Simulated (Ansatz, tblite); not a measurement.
**InH2(OiPr) (C3H9InO): rung by rung**

How do method and basis change the picture of InH2(OiPr) (C3H9InO) (singlet)?

The runs use Ansatz 0.2.0, Gaussian basis; as each input shows.

Levels to be run: GFN1-xTB, GFN2-xTB, PBE-D4/def2-TZVP, r2SCAN-D4/def2-TZVP, revPBE-D4/def2-TZVP, ωB97X-V/def2-TZVP, r2SCAN0-D4/def2-TZVP, PBE-D4/def2-SVP, PBE0-D4/def2-SVP, CCSD(T)/def2-SVP, MP2/def2-TZVP.

5 further runs of the same task are left out: 5 set aside as unsound or not needed. Runs told in other sessions of the task aren't counted.

### Step 1. The relaxed structure

The singlet was relaxed beforehand with r2SCAN-D4/def2-SVP.

14 atoms, charge 0, spin multiplicity 1.

Bond lengths: C1–C2 1.527 Å, C1–C3 1.527 Å, C1–O5 1.408 Å, C1–H8 1.111 Å, C2–H9 1.105 Å, C2–H10 1.102 Å, C2–H11 1.101 Å, C3–H12 1.101 Å, C3–H13 1.105 Å, C3–H14 1.102 Å, In4–O5 2.015 Å, In4–H6 1.720 Å, In4–H7 1.712 Å. Angles: C2–C1–C3 111.8°, C2–C1–O5 111.5°, C2–C1–H8 107.8°, C3–C1–O5 111.6°, C3–C1–H8 107.8°, O5–C1–H8 106.2°, C1–C2–H9 110.3°, C1–C2–H10 111.9°, C1–C2–H11 110.1°, H9–C2–H10 107.7°, H9–C2–H11 108.4°, H10–C2–H11 108.3°, C1–C3–H12 110.1°, C1–C3–H13 110.4°, C1–C3–H14 111.9°, H12–C3–H13 108.4°, H12–C3–H14 108.3°, H13–C3–H14 107.7° and more.

In takes a core potential in the def2 sets. No spin-orbit coupling is included.

PBE0-D4/def2-TZVP was run before; its log isn't repeated, and its numbers join the tables.

### Step 2. GFN1-xTB

Tight binding, by tblite at 300 K electronic temperature and without a spin-polarisation term:

```python
tblite.interface.Calculator('GFN1-xTB', numbers, positions, charge=0, uhf=0).singlepoint()
```

Energy -474.5297 eV, HOMO -11.00 eV, LUMO -5.06 eV; 0.01 s.

### Step 3. GFN2-xTB

Tight binding, by tblite at 300 K electronic temperature and without a spin-polarisation term:

```python
tblite.interface.Calculator('GFN2-xTB', numbers, positions, charge=0, uhf=0).singlepoint()
```

Energy -442.9223 eV, HOMO -10.69 eV, LUMO -7.22 eV; 0.004 s.

### Step 4. PBE-D4/def2-TZVP

start.molden holds the orbitals of an earlier run on this state, given as this run's starting guess.

Input file in.yaml:

```yaml
crystal:
  periodic: [false, false, false]
  atoms:
    - {symbol: C, position_ang: [-0.414886, -0.673639, -0.308211]}
    - {symbol: C, position_ang: [-1.305571, -0.158997, 0.820033]}
    - {symbol: C, position_ang: [0.902624, -1.234581, 0.221488]}
    - {symbol: In, position_ang: [0.742879, 2.076195, -1.024536]}
    - {symbol: O, position_ang: [-0.200546, 0.315160, -1.287029]}
    - {symbol: H, position_ang: [1.382856, 2.455332, 0.525919]}
    - {symbol: H, position_ang: [0.713400, 2.902573, -2.523238]}
    - {symbol: H, position_ang: [-0.955357, -1.500594, -0.816206]}
    - {symbol: H, position_ang: [-0.792430, 0.644960, 1.378270]}
    - {symbol: H, position_ang: [-1.560840, -0.955595, 1.538116]}
    - {symbol: H, position_ang: [-2.241944, 0.248216, 0.407654]}
    - {symbol: H, position_ang: [1.527857, -1.586547, -0.613965]}
    - {symbol: H, position_ang: [1.460772, -0.454042, 0.769425]}
    - {symbol: H, position_ang: [0.741167, -2.078432, 0.912290]}
basis:
  gaussian: {orbitals: def2-TZVP, initial_orbitals: start.molden}
hamiltonian: {xc: pbe, dispersion: d4}
scf: {omitted_lower_state_checks: [starts]}
output: {forces: true, orbitals: {seedname: orbitals}}
```

Started as:

```
$ ansatz run in.yaml --threads 4 --pin off --events-out ev --progress --plain --max-ram 4787MiB
```

Further steps of the session: r2SCAN-D4/def2-TZVP; revPBE-D4/def2-TZVP; ωB97X-V/def2-TZVP; r2SCAN0-D4/def2-TZVP; PBE-D4/def2-SVP; PBE0-D4/def2-SVP; CCSD(T)/def2-SVP; MP2/def2-TZVP.

**Question.** What will the summary of the whole plan be? Wanted: gap in def2-TZVP, named functionals, smallest and largest; correlation energy, CCSD(T)/def2-SVP; correlation energy, MP2/def2-TZVP; binding an atom, CCSD(T)/def2-SVP; PBE0 total energy, smallest basis above largest.

The runs gave:

| quantity | value |
| --- | --- |
| gap in def2-TZVP, named functionals, smallest and largest | 3.69 eV (PBE-D4), 9.89 eV (ωB97X-V) |
| correlation energy, CCSD(T)/def2-SVP | -21.75 eV |
| correlation energy, MP2/def2-TZVP | -28.26 eV |
| binding an atom, CCSD(T)/def2-SVP | 3.493 eV |
| PBE0 total energy, smallest basis above largest | 6.16 eV (def2-SVP, def2-TZVP) |

Orbital gaps of the named functionals in def2-TZVP span 3.69 eV (PBE-D4) to 9.89 eV (ωB97X-V); exact exchange widens it. The functionals in def2-TZVP miss CCSD(T)/def2-SVP by +0.112 (r2SCAN0-D4) to +0.206 eV (PBE-D4) an atom. The yardstick is in a double-zeta basis, so levels in larger sets aren't compared like for like. CCSD(T)/def2-SVP isn't at the basis-set limit; small misses against it rank nothing.
